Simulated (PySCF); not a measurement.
# H5OPb (Pb(H)3(H2O)-): the cost of one run

Program: PySCF 2.14.0. Level of theory: PBE0, Pb def2-SVP with ECP60, H def2-SVP, O def2-SVP; scalar-relativistic core potentials, no spin–orbit coupling. These are calculated values, not measurements.

1 further run of the same task is left out (for a known fault of the program).

## Step 1: Starting geometry

7 atoms, charge -1, spin multiplicity 1.

Bond lengths: Pb1–H2 2.170 Å, Pb1–H3 2.170 Å, Pb1–H4 2.170 Å, Pb1–O5 2.430 Å, O5–H6 0.970 Å, O5–H7 0.970 Å. Angles: H2–Pb1–H3 109.5°, H2–Pb1–H4 109.5°, H2–Pb1–O5 109.5°, H3–Pb1–H4 109.5°, H3–Pb1–O5 109.5°, H4–Pb1–O5 109.5°, Pb1–O5–H6 127.5°, Pb1–O5–H7 127.5°, H6–O5–H7 105.1°.

Coordinates:

| atom | x (Å) | y (Å) | z (Å) |
| --- | --- | --- | --- |
| Pb1 | 0.0000 | 0.0000 | 0.0000 |
| H2 | 1.2529 | 1.2529 | 1.2529 |
| H3 | -1.2529 | -1.2529 | 1.2529 |
| H4 | 1.2529 | -1.2529 | -1.2529 |
| O5 | -1.4030 | 1.4030 | -1.4030 |
| H6 | -1.7436 | 2.2881 | -1.1991 |
| H7 | -1.7436 | 1.1991 | -2.2881 |

Formal oxidation states: Pb +2.

## Step 2: SCF at the start, singlet

The input, run.py (the lines that set the calculation):

```python
mol = gto.M(atom='''
Pb     0.00000     0.00000     0.00000
H      1.25290     1.25290     1.25290
H     -1.25290    -1.25290     1.25290
H      1.25290    -1.25290    -1.25290
O     -1.40300     1.40300    -1.40300
H     -1.74360     2.28810    -1.19910
H     -1.74360     1.19910    -2.28810''',
    basis={'Pb': 'def2-SVP', 'H': 'def2-SVP', 'O': 'def2-SVP'},
    ecp={'Pb': 'def2-SVP'},
    charge=-1, spin=0)
mf = dft.RKS(mol, xc='PBE0')
mf.grids.atom_grid = (50, 194)
mf = mf.density_fit()  # fitting sets: Pb def2-universal-JKFIT, H def2-universal-JKFIT, O def2-universal-JKFIT
mf.conv_tol = 1e-08; mf.max_cycle = 55
mf.kernel(dm0)  # dm0: free metal ions and neutral atoms
```

Started as:

```console
> OMP_NUM_THREADS=2 python run.py
```

What time and memory should one allow on 2 threads of Arm Neoverse V1, shared host?

About 1.5 s, with a peak of 0.41 GiB.
